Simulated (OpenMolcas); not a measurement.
# Ir³⁺ among point charges: CASSCF and CASPT2 levels and susceptibility

Aim: the splitting of the states of Ir³⁺ in the field of 6 point charges, its lowest levels with spin-orbit coupling and its magnetic susceptibility.

The numbers are computed with OpenMolcas 26.06 (state-averaged CASSCF and CASPT2, spin-orbit coupling by RASSI with atomic mean-field integrals), except any that are marked as measured or tabulated.

## (1) What is computed

* Species: Ir³⁺ (iridium, Z = 77, 74 electrons)
* Basis: ANO-RCC-VTZP [8s7p5d3f1g], 84 functions
* Scalar Hamiltonian: DKH2, point nucleus
* Inactive shells: 1s 2s 2p 3s 3p 3d 4s 4p 4d 4f 5s 5p
* Active space: 6 electrons in 5 orbitals (5d)
* Some configurations of this space: 5d6
* Orbitals: optimised for each spin and parity, averaged over all roots

The outer shells:

5d6
```
5d [↑↓][↑ ][↑ ][↑ ][↑ ]
```

The ion sits among 6 point charges of -1.5 e arranged as a tetragonal octahedron (D4h), 1.92 Å from the ion, with the axial distance 2.266 Å.

Each step is its own input file, run in one work folder so that later steps find the files of earlier ones. Labels, J, g values, rates, χT and fits are worked out afterwards by a script from the matrices that RASSI stores. The input lists half of the charges; inversion (Group=XYZ) makes the rest.

## (2) GATEWAY and SEWARD: basis and integrals

The input, a.inp:

```
&GATEWAY
Coord
1

Ir 0.0 0.0 0.0
Basis=ANO-RCC-VTZP
Group=XYZ
NoMove
AngMom=0.0 0.0 0.0
AMFI
XField
3 Angstrom 0
1.920000 0.000000 0.000000 -1.500000
0.000000 1.920000 0.000000 -1.500000
0.000000 0.000000 2.265600 -1.500000
&SEWARD
```

Launch:

```bash
OMP_NUM_THREADS=1 MOLCAS_MEM=1689 MOLCAS_PROJECT=a pymolcas a.inp > a.log
```

## (3) CASSCF: quintets of even parity, 5 roots

The input, a.inp:

```
&RASSCF
FileOrb=start.orb
Symmetry=1
Spin=5
nActEl=6 0 0
Inactive=15 19
Ras2=5 0
CIRoot=5 5 1
SDav=5
CIMx=300
Iter=120 100
PrWF=0.3
OrbListing=Nothing
MaxOrb=0
>>> COPY $Project.JobIph JOB001
```

start.orb holds the contracted functions of the basis, ordered by shell, or the orbitals of the step before.

## (4) Reference wave functions, triplets of even parity, 45 roots

The input, a.inp:

```
&RASSCF
FileOrb=start.orb
Symmetry=1
Spin=3
nActEl=6 0 0
Inactive=15 19
Ras2=5 0
CIRoot=45 45 1
SDav=45
CIMx=300
Iter=120 100
PrWF=0.3
OrbListing=Nothing
MaxOrb=0
>>> COPY $Project.JobIph JOB002
```

## (5) Reference wave functions, singlets of even parity, 50 roots

The input, a.inp:

```
&RASSCF
FileOrb=start.orb
Symmetry=1
Spin=1
nActEl=6 0 0
Inactive=15 19
Ras2=5 0
CIRoot=50 50 1
SDav=50
CIMx=300
Iter=120 100
PrWF=0.3
OrbListing=Nothing
MaxOrb=0
>>> COPY $Project.JobIph JOB003
```

## (6) State interaction with spin-orbit coupling

The input, a.inp:

```
&RASSI
NrOfJobIphs=3 5 45 50
1 2 3 4 5
1 2 3 4 5 6 7 8 9 10 11 12 13 14 15 16 17 18 19 20 21 22 23 24 25 26 27
28 29 30 31 32 33 34 35 36 37 38 39 40 41 42 43 44 45
1 2 3 4 5 6 7 8 9 10 11 12 13 14 15 16 17 18 19 20 21 22 23 24 25 26 27
28 29 30 31 32 33 34 35 36 37 38 39 40 41 42 43 44 45 46 47 48 49 50
IphNames
JOB001
JOB002
JOB003
EJob
SpinOrbit
DIPRint=1.0
SOCoupling=1000.0
Subsets=2
Property=9
'ANGMOM' 1 'ANGMOM' 2 'ANGMOM' 3 'MLTPL  1' 1 'MLTPL  1' 2 'MLTPL  1' 3
'AMFI' 1 'AMFI' 2 'AMFI' 3
SOProperty=3
'ANGMOM' 1 'ANGMOM' 2 'ANGMOM' 3
```

## (7) CASPT2: IPEA 0.25, imaginary shift 0.1 (closed shells correlated: 5s 5p)

The input, a.inp:

```
>>> COPY JOB001 $Project.JobIph
&CASPT2
Multistate=5 1 2 3 4 5
NoMult
Frozen=14 16
IPEA=0.25
Imaginary=0.1
MaxIter=60
WThr=0.0 0.3 0.05
PrWF=0.5
NoMix
>>> COPY JOB002 $Project.JobIph
&CASPT2
Multistate=45 1 2 3 4 5 6 7 8 9 10 11 12 13 14 15 16 17 18 19 20 21 22
23 24 25 26 27 28 29 30 31 32 33 34 35 36 37 38 39 40 41 42 43 44 45
NoMult
Frozen=14 16
IPEA=0.25
Imaginary=0.1
MaxIter=60
WThr=0.0 0.3 0.05
PrWF=0.5
NoMix
>>> COPY JOB003 $Project.JobIph
&CASPT2
Multistate=50 1 2 3 4 5 6 7 8 9 10 11 12 13 14 15 16 17 18 19 20 21 22
23 24 25 26 27 28 29 30 31 32 33 34 35 36 37 38 39 40 41 42 43 44 45 46
47 48 49 50
NoMult
Frozen=14 16
IPEA=0.25
Imaginary=0.1
MaxIter=60
WThr=0.0 0.3 0.05
PrWF=0.5
NoMix
```

(Steps that only read results are left out.)

What does the calculation give? Wanted: spin-free ground state; first state of the same spin within the active space; lowest level; next level.

**Answer**, as computed:

| quantity | value |
| --- | --- |
| method | SS-CASPT2, IPEA 0.25, imaginary shift 0.1 (closed shells correlated: 5s 5p) |
| spin-free ground state | 5E, 2-fold in its orbital part |
| first state of the same spin within the active space | 5B2 at 3450 cm⁻¹ |
| lowest level | 1-fold B1 |
| next level | 585.5 cm⁻¹ |
| χT at 300 K | 2.58 cm³ K/mol |
| effective moment at 300 K | 4.54 μB |

Cost by method:

```
                                              method  time of its own steps  time with the reference
                                           A. CASSCF                   27 s                     27 s
B. SS-CASPT2, IPEA 0.25, imaginary shift 0.1, +5s 5p                   18 s                     45 s
```

Times are of one thread on a shared host.

In words: The spin-free ground state (5E) comes to 100 % from free-ion D terms and keeps the highest spin of the shell. χT at 300 K is 2.58, against 3.01 cm³ K/mol for the spin alone, so spin-orbit coupling lowers it. An active space of the d shell alone favours high spin; real ions in strong fields can be low spin. The field of point charges can differ much from that of real complexes. With metal d orbitals alone active, the gaps between spin states are rough; where two lie within a few thousand cm-1, their order is open. Point charges carry no covalency, so the field is a model and not that of real ligands.
